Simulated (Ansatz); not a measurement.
**CH5NSeSi: rigid scan of one bond length**

How does the energy of CH5NSeSi change as one bond is stretched? The task is a rigid scan of one bond length, for CH5NSeSi. SMILES: [SiH3]N=C[SeH].

All numbers are computed with Ansatz 0.2.0 through its Python package. Level of theory: Hartree-Fock/def2-SVP.

## (1) The system

Bond lengths: Si1–N2 1.746 Å, N2–C3 1.277 Å, C3–Se4 1.951 Å, Si1–H5 1.509 Å, Si1–H6 1.529 Å, Si1–H7 1.464 Å, C3–H8 1.066 Å, Se4–H9 1.467 Å. Angles: Si1–N2–C3 124.9°, N2–Si1–H5 109.9°, N2–Si1–H6 109.6°, N2–Si1–H7 113.2°, H5–Si1–H6 105.4°, H5–Si1–H7 109.7°, H6–Si1–H7 108.6°, N2–C3–Se4 123.1°, N2–C3–H8 119.0°, Se4–C3–H8 117.2°, C3–Se4–H9 95.3°.

No structure file is read: the coordinates are typed or built in the script.

## (2) The code

ch5nsesi_scan.py

```python
"""Potential curve of CH5NSeSi along one bond."""

import ansatz as az
import matplotlib.pyplot as plt
import numpy as np


def main() -> None:
    geometry_ang = [
        ("Si", [-0.0467, 1.0364, -0.8993]),
        ("N", [-0.2167, -0.7002, -0.8331]),
        ("C", [-0.3057, -1.386, 0.241]),
        ("Se", [-0.1723, -0.5995, 2.022]),
        ("H", [-0.044, 1.4986, -2.3356]),
        ("H", [-1.2697, 1.6972, -0.2618]),
        ("H", [1.1545, 1.5257, -0.2202]),
        ("H", [-0.3025, -2.4502, 0.1774]),
        ("H", [1.2918, -0.6684, 2.0925]),
    ]
    molecule = az.Crystal.molecule()
    for symbol, xyz in geometry_ang:
        molecule = molecule.atom(symbol, xyz)

    symbols = [site.symbol for site in molecule.cartesian_sites]
    start = np.array([site.position_ang for site in molecule.cartesian_sites])
    axis = (start[2] - start[1]) / np.linalg.norm(start[2] - start[1])
    moving = [2, 3, 7, 8]
    lengths, energies = [1.124, 1.175, 1.226, 1.277, 1.329, 1.38, 1.431, 1.507], []
    for length in lengths:
        xyz = start.copy()
        xyz[moving] += (length - np.linalg.norm(start[2] - start[1])) * axis
        point = az.Crystal.molecule()
        for symbol, place in zip(symbols, xyz):
            point = point.atom(symbol, place.tolist())
        setup = (
            point.calculation()
            .basis(gaussian="def2-SVP")
            .functional("hf")
        )
        data = setup.run(threads=1, backend="cpu").report
        energies.append(data["free_energy_ev"])
        print(f"r = {length:6.3f} A  E = {energies[-1]:.5f} eV  <S^2> = {abs(data['mean_field']['state']['spin_squared']):.3f}")

    # quartic fit about the minimum
    fit = np.polynomial.Polynomial.fit(lengths, np.array(energies) - min(energies), 4).convert()
    roots = [r.real for r in fit.deriv().roots() if abs(r.imag) < 1e-9 and fit.deriv(2)(r.real) > 0]
    r_e = min(roots, key=lambda r: abs(r - lengths[int(np.argmin(energies))]))
    print(f"minimum of the fit at {r_e:.4f} A, force constant {fit.deriv(2)(r_e):.2f} eV/A^2")
    plt.figure(figsize=(4.5, 3))
    plt.plot(lengths, np.array(energies) - min(energies), "o-")
    plt.xlabel("bond length (A)")
    plt.ylabel("E - E(min) (eV)")
    plt.tight_layout()
    plt.savefig("scan.png", dpi=100)


if __name__ == "__main__":
    main()
```

## (3) Running it

Launch:

```console
$ python ch5nsesi_scan.py
```

Q: Predict the main results. Wanted: range of energy; lowest point, distance.

The runs gave:

| quantity | value |
| --- | --- |
| bond length at the fit's minimum | 1.2441 Å |
| runs compared | 8 |
| range of energy | 1.859 eV |
| lowest point, distance (Å) | 1.23 |

The curve has its lowest point inside the range, at 1.23. The ends stand 0.787 and 1.86 eV above it. The distance scanned is the script's pair 1, 2. What to keep in mind:
- The rest of the molecule is held rigid at a force-field or estimated start geometry, and the basis set is modest; single-reference methods fail as a bond breaks.
- The orbitals are restricted, so S² is zero by construction.
- Toward dissociation an unrestricted state lies under the restricted one, by 1 to 2 eV or more.
